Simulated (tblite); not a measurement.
# C4H11BO2: the cost of one run

Computed with tblite 0.8.0 and PySCF 2.14.0, with density-fitted response routines of our own, on a single molecule in the gas phase. Atoms are numbered from 0 throughout.

## Step 1: The starting structure

18 atoms, charge 0, multiplicity 1; geometry from: force field or distance geometry start.

Bonds of the start (Å): O0–B1 1.48, B1–O2 1.39, O2–C3 1.36, C3–C4 1.54, C4–C5 1.53, C5–C6 1.53, C6–O2 1.33, O0–H7 0.99, B1–H8 1.19, B1–H9 1.21, C3–H10 1.11, C3–H11 1.09, C4–H12 1.10, C4–H13 1.10, C5–H14 1.11, C5–H15 1.10, C6–H16 1.13, C6–H17 1.11.

## Step 2: Optimising the geometry with GFN2-xTB

Job settings and geometry (Å):

```
{"job": {"kind": "relax", "xc": "GFN2-xTB", "basis": "xTB"}, "charge": 0, "multiplicity": 1}
O      2.298000     1.544000     0.261000
B      1.807500     0.397800    -0.540500
O      0.494700     0.058600    -0.228200
C     -0.542700     0.888100    -0.534400
C     -1.736300     0.279200     0.220300
C     -1.333900    -1.189700     0.131600
C      0.147700    -1.013700     0.486400
H      2.293400     1.241700     1.199700
H      2.055600     0.637600    -1.680700
H      2.559300    -0.505200    -0.255300
H     -0.786500     0.744900    -1.612600
H     -0.412700     1.948000    -0.326000
H     -1.721200     0.532400     1.293300
H     -2.686800     0.486000    -0.284400
H     -1.427900    -1.556200    -0.912200
H     -1.877300    -1.794700     0.877700
H      0.140900    -0.742200     1.580300
H      0.719400    -1.950300     0.312400
```

The run is started by

```sh
$ OMP_NUM_THREADS=1 python probes_run.py task.json out
```

One launch serves the whole session: the jobs run in the order shown.

Q: Estimate the wall time and peak memory of this first job on 1 thread of Intel Xeon at 2.50GHz, shared host.

About 2.1 s, with a peak of 0.18 GiB.
